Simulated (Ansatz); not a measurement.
# C2H2AlFO2: one species, many methods

The task here is to estimate one member of a computed series from the others.

The runs use Ansatz 0.2.0, Gaussian basis; functionals in def2-TZVPP, the program's frozen cores in correlated methods.

The runs, in order: LDA (SPW92), PBE-D4, revPBE-D4, BLYP-D4, r2SCAN-D4, B97M-V, PBE0-D4, B3LYP-D4, r2SCANh-D4, r2SCAN0-D4, HSE06-D4, BHLYP-D4, CAM-B3LYP-D4, LC-ωPBE, ωB97X-V, ωB97M-V, B2PLYP, PBE-QIDH; CCSD(T)/def2-SVP; CCSD(T)/def2-TZVPP; MP2/def2-QZVPP; extrapolation to the limit; RPA on PBE.

## Structure used throughout

All runs share one geometry, relaxed beforehand with PBE0-D4 in a triple-zeta def2 set.

SMILES `O=[C]1O[CH](F)[AlH]1`, 8 atoms, charge 0, spin multiplicity 1.

Atoms are counted from 1 here; the program's logs count them from 0.

Bond lengths: O1–C2 1.182 Å, C2–O3 1.416 Å, C2–Al6 2.016 Å, O3–C4 1.413 Å, C4–F5 1.391 Å, C4–Al6 1.996 Å, C4–H7 1.089 Å, Al6–H8 1.580 Å. Angles: O1–C2–O3 121.1°, O1–C2–Al6 149.5°, O3–C2–Al6 89.3°, C2–O3–C4 109.7°, O3–C4–F5 108.4°, O3–C4–Al6 90.1°, O3–C4–H7 108.4°, F5–C4–Al6 110.5°, F5–C4–H7 106.9°, Al6–C4–H7 129.9°, C2–Al6–C4 70.4°, C2–Al6–H8 144.3°, C4–Al6–H8 145.3°.

The first run:

in.yaml

```yaml
crystal:
  periodic: [false, false, false]
  atoms:
    - {symbol: O, position_ang: [-2.546739, 0.006469, 0.079348]}
    - {symbol: C, position_ang: [-1.367321, -0.069861, 0.100131]}
    - {symbol: O, position_ang: [-0.581000, 0.463041, -0.949724]}
    - {symbol: C, position_ang: [0.789835, 0.319763, -0.637324]}
    - {symbol: F, position_ang: [1.287841, 1.563280, -0.263554]}
    - {symbol: Al, position_ang: [0.313535, -0.756895, 0.974948]}
    - {symbol: H, position_ang: [1.320063, 0.024913, -1.541775]}
    - {symbol: H, position_ang: [0.875985, -1.607810, 2.182147]}
basis:
  gaussian: {orbitals: def2-TZVPP}
hamiltonian: {xc: lda}
output: {orbitals: {seedname: orbitals}}
```

Among the steps run: LDA; PBE-D4 (GGA); revPBE-D4 (GGA); BLYP-D4 (GGA); r2SCAN-D4 (meta-GGA); B97M-V (meta-GGA); PBE0-D4 (hybrid); B3LYP-D4 (hybrid); r2SCANh-D4 (hybrid); r2SCAN0-D4 (hybrid); HSE06-D4 (hybrid); BHLYP-D4 (hybrid); CAM-B3LYP-D4 (range-separated); LC-ωPBE (range-separated); ωB97X-V (range-separated); ωB97M-V (range-separated); B2PLYP (double hybrid); PBE-QIDH (double hybrid).

One table of the session follows, with a row left open; its other results are not shown here.

It belongs to the step «Frontier levels by functional». 

| functional | HOMO (eV) | LUMO (eV) | gap (eV) |
| --- | --- | --- | --- |
| LDA (SPW92) | -6.33 | -3.69 | 2.65 |
| PBE-D4 | -6.12 | -3.42 | 2.71 |
| revPBE-D4 | -6.04 | -3.30 | 2.74 |
| BLYP-D4 | -6.02 | -3.32 | 2.70 |
| r2SCAN-D4 | -6.37 | -3.23 | 3.14 |
| B97M-V | -6.47 | -3.34 | 3.13 |
| PBE0-D4 | -7.51 | -2.65 | 4.85 |
| B3LYP-D4 | ? | ? | ? |
| r2SCANh-D4 | -6.89 | -2.95 | 3.95 |
| r2SCAN0-D4 | -7.69 | -2.55 | 5.15 |
| HSE06-D4 | -7.11 | -3.03 | 4.08 |
| BHLYP-D4 | -8.86 | -1.91 | 6.95 |
| CAM-B3LYP-D4 | -8.90 | -1.72 | 7.19 |
| LC-ωPBE | -10.15 | -0.56 | 9.59 |
| ωB97X-V | -9.84 | -0.68 | 9.16 |
| ωB97M-V | -9.76 | -0.93 | 8.82 |

**Question.** Estimate the row for B3LYP-D4.

Worked estimate for «HOMO (eV)». Against the share of exact exchange, BLYP-D4 (0, -6.02), BHLYP-D4 (0.5, -8.86) give a slope of -5.68 per unit share; at 0.2 the line stands at -7.16.

**Answer.** HOMO (eV): -7.30; LUMO (eV): -2.89; gap (eV): 4.41. In «HOMO (eV)» the line misses by +0.14.
